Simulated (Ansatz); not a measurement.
# HfH4Se4: one species, many methods

An exercise on one series of results from a longer session: the logs are not shown, and one member is left open.

The runs use Ansatz 0.2.0, Gaussian basis; functionals in def2-TZVPP, the program's frozen cores in correlated methods.

Plan: LDA (SPW92), PBE-D4, revPBE-D4, BLYP-D4, r2SCAN-D4, B97M-V, PBE0-D4, B3LYP-D4, r2SCANh-D4, r2SCAN0-D4, HSE06-D4, BHLYP-D4, CAM-B3LYP-D4, LC-ωPBE, ωB97X-V, ωB97M-V, B2PLYP, PBE-QIDH; CCSD(T)/def2-SVP; CCSD(T)/def2-TZVPP; MP2/def2-QZVPP; extrapolation to the limit; RPA on PBE.

### Structure used throughout

All runs share one geometry, relaxed beforehand with PBE0-D4 in a triple-zeta def2 set. Hf takes the def2 core potential; no spin-orbit term is included.

SMILES `[SeH][Hf]([SeH])([SeH])[SeH]`, 9 atoms, charge 0, spin multiplicity 1.

Atoms are counted from 1 here; the program's logs count them from 0.

Bond lengths: Se1–Hf2 2.552 Å, Se1–H6 1.477 Å, Hf2–Se3 2.552 Å, Hf2–Se4 2.552 Å, Hf2–Se5 2.553 Å, Se3–H7 1.477 Å, Se4–H8 1.477 Å, Se5–H9 1.477 Å. Angles: Hf2–Se1–H6 85.6°, Se1–Hf2–Se3 110.6°, Se1–Hf2–Se4 108.9°, Se1–Hf2–Se5 108.9°, Se3–Hf2–Se4 108.9°, Se3–Hf2–Se5 108.9°, Se4–Hf2–Se5 110.6°, Hf2–Se3–H7 85.6°, Hf2–Se4–H8 85.6°, Hf2–Se5–H9 85.6°.

Set-up of the first run:

The input, in.yaml:

```yaml
crystal:
  periodic: [false, false, false]
  atoms:
    - {symbol: Se, position_ang: [0.496199, 2.451145, -0.510015]}
    - {symbol: Hf, position_ang: [0.000097, -0.000147, 0.000028]}
    - {symbol: Se, position_ang: [-1.614425, -0.968732, -1.723452]}
    - {symbol: Se, position_ang: [2.183635, -1.319568, -0.080697]}
    - {symbol: Se, position_ang: [-1.064911, -0.163369, 2.313996]}
    - {symbol: H, position_ang: [-0.964211, 2.593927, -0.678759]}
    - {symbol: H, position_ang: [-0.743909, -0.329076, -2.730750]}
    - {symbol: H, position_ang: [2.501833, -0.652387, 1.198074]}
    - {symbol: H, position_ang: [-0.794309, -1.611794, 2.211585]}
basis:
  gaussian: {orbitals: def2-TZVPP}
hamiltonian: {xc: lda}
output: {orbitals: {seedname: orbitals}}
```

Launch:

```sh
$ ansatz run in.yaml --threads 2 --pin off --events-out ev --progress --plain --max-ram 32768MiB --backend cuda --devices 0, --max-vram 18GiB
```

Steps of the session up to this table: LDA; PBE-D4 (GGA); revPBE-D4 (GGA); BLYP-D4 (GGA); r2SCAN-D4 (meta-GGA); B97M-V (meta-GGA); B3LYP-D4 (hybrid); r2SCANh-D4 (hybrid); r2SCAN0-D4 (hybrid); HSE06-D4 (hybrid); BHLYP-D4 (hybrid); CAM-B3LYP-D4 (range-separated); LC-ωPBE (range-separated); ωB97X-V (range-separated); ωB97M-V (range-separated); B2PLYP (double hybrid); PBE-QIDH (double hybrid).

One of the session's tables, all rows but one given; the rest of the session is left out.

It belongs to the step «Orbital energies across the functionals». 

| functional | HOMO (eV) | LUMO (eV) | gap (eV) |
| --- | --- | --- | --- |
| LDA (SPW92) | -6.54 | -3.22 | 3.32 |
| PBE-D4 | -6.38 | -2.99 | 3.38 |
| revPBE-D4 | -6.32 | -2.91 | 3.40 |
| BLYP-D4 | -6.19 | -2.84 | 3.35 |
| r2SCAN-D4 | -6.68 | -2.85 | 3.83 |
| B97M-V | ? | ? | ? |
| PBE0-D4 | -7.48 | -2.23 | 5.25 |
| B3LYP-D4 | -7.23 | -2.39 | 4.83 |
| r2SCANh-D4 | -7.08 | -2.57 | 4.51 |
| r2SCAN0-D4 | -7.68 | -2.14 | 5.54 |
| HSE06-D4 | -7.09 | -2.60 | 4.49 |
| BHLYP-D4 | -8.41 | -1.28 | 7.14 |
| CAM-B3LYP-D4 | -8.71 | -1.16 | 7.55 |
| LC-ωPBE | -10.07 | -0.13 | 9.94 |
| ωB97X-V | -9.73 | -0.19 | 9.54 |
| ωB97M-V | -9.58 | -0.28 | 9.30 |

Estimate the missing values for B97M-V.

**Answer.** HOMO (eV): -6.69; LUMO (eV): -2.79; gap (eV): 3.89. In the column «HOMO (eV)» it lies between r2SCANh-D4 (-7.08) and r2SCAN-D4 (-6.68).
